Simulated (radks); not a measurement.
# Cr in [Ar] 3d5 4s0.75 5s0.25: an all-electron calculation

An exercise on one series of results from a longer session: the logs are not shown, and one member is left open.

Method: Dirac Kohn-Sham, AM05, spin-unpolarised, spherical densities, point nucleus; open shells fill j = l - 1/2 first. Code: radks (a radial shooting solver on a logarithmic mesh, Libxc functionals) version 1.

### Starting point

| Property | Result |
| --- | --- |
| element | chromium (Z = 24) |
| charge | 0 |
| electrons | 24 |
| configuration | [Ar] 3d5 4s0.75 5s0.25 |

The first run:

Input:

```text
Z 24
configuration [Ar] 3d5 4s0.75 5s0.25
relativity Dirac
functional am05,am05
spin unpolarised
j_filling energy
nucleus point
c 137.035999084
```

One of the session's tables, all rows but one given; the rest of the session is left out.

It belongs to the step «Shells». Sizes of the orbitals, from the radial functions (bohr):

| level | <r> | outermost maximum (interpolated) | 90 % within | nodes |
| --- | --- | --- | --- | --- |
| 1s1/2 | 0.06364 | 0.0417 | 0.114 | 0 |
| 2s1/2 | 0.2935 | 0.244 | 0.456 | 1 |
| 2p1/2 | 0.2582 | 0.196 | 0.424 | 0 |
| 2p3/2 | 0.2610 | 0.199 | 0.428 | 0 |
| 3s1/2 | 0.9037 | 0.778 | 1.36 | 2 |
| 3p1/2 | ? | ? | ? | ? |
| 3p3/2 | 0.9708 | 0.801 | 1.50 | 1 |
| 4s1/2 | 3.336 | 2.71 | 5.09 | 3 |
| 3d3/2 | 1.483 | 0.838 | 2.73 | 0 |
| 3d5/2 | 1.493 | 0.841 | 2.75 | 0 |
| 5s1/2 | 12.55 | 11.2 | 18.0 | 4 |

Estimate the missing values for 3p1/2.

The run gave: <r>: 0.9615; outermost maximum (interpolated): 0.794; 90 % within: 1.49; nodes: 1. In the column «<r>» it lies between 3s1/2 (0.9037) and 3p3/2 (0.9708).
